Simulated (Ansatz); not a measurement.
# ClH5OSi2: the cost of one run

The runs use Ansatz 0.2.0, Gaussian basis; BHLYP-D4/def2-SVPD.

### 1 The starting structure

The start, a first-order saddle point found at PBE0-D4 in triple zeta: 9 atoms, charge 0, spin multiplicity 1.

Atoms are counted from 1 here; the program's logs count them from 0.

Bond lengths: Si1–O3 1.551 Å, Si1–H5 1.487 Å, Si1–Si6 2.350 Å, Cl2–H4 1.507 Å, O3–H4 1.258 Å, Si6–H7 1.477 Å, Si6–H8 1.477 Å, Si6–H9 1.493 Å. Angles: O3–Si1–H5 115.0°, O3–Si1–Si6 123.6°, H5–Si1–Si6 121.4°, Si1–O3–H4 103.6°, Cl2–H4–O3 164.0°, Si1–Si6–H7 109.4°, Si1–Si6–H8 109.2°, Si1–Si6–H9 102.6°, H7–Si6–H8 116.2°, H7–Si6–H9 109.3°, H8–Si6–H9 109.3°.

As a file:

| atom | x (Å) | y (Å) | z (Å) |
| --- | --- | --- | --- |
| Si1 | -0.8577 | -0.8086 | -0.4907 |
| Cl2 | 0.6025 | 2.0007 | -1.2721 |
| O3 | -1.1352 | -0.0455 | -1.8127 |
| H4 | -0.3903 | 0.9655 | -1.7333 |
| H5 | -1.6215 | -2.0735 | -0.3217 |
| Si6 | 0.6539 | -0.0642 | 1.1481 |
| H7 | 0.1765 | 1.2154 | 1.7091 |
| H8 | 2.0182 | -0.0607 | 0.5830 |
| H9 | 0.5536 | -1.1292 | 2.1902 |

### 2 Dynamics

md/in.yaml reads:

```yaml
crystal:
  periodic: [false, false, false]
  atoms:
    - {symbol: Si, position_ang: [-0.857664, -0.808551, -0.490660]}
    - {symbol: Cl, position_ang: [0.602467, 2.000665, -1.272135]}
    - {symbol: O, position_ang: [-1.135189, -0.045535, -1.812657]}
    - {symbol: H, position_ang: [-0.390312, 0.965534, -1.733338]}
    - {symbol: H, position_ang: [-1.621459, -2.073483, -0.321654]}
    - {symbol: Si, position_ang: [0.653870, -0.064244, 1.148065]}
    - {symbol: H, position_ang: [0.176528, 1.215383, 1.709125]}
    - {symbol: H, position_ang: [2.018177, -0.060672, 0.582972]}
    - {symbol: H, position_ang: [0.553581, -1.129198, 2.190181]}
basis:
  gaussian: {orbitals: def2-SVPD}
hamiltonian: {xc: {name: BHLYP}, dispersion: d4}
md: {n_steps: 80, timestep: 0.75, temperature: 100, ensemble: nvt_nose_hoover, seed: 33, initial_velocities: maxwell_boltzmann}
```

Started as:

```console
$ ansatz run in.yaml --threads 4 --pin off --events-out ev --progress --plain --max-ram 9574MiB
```

**Question.** How long does this run take on 4 threads of Intel Xeon at 2.50GHz, shared host?

About 7 min.
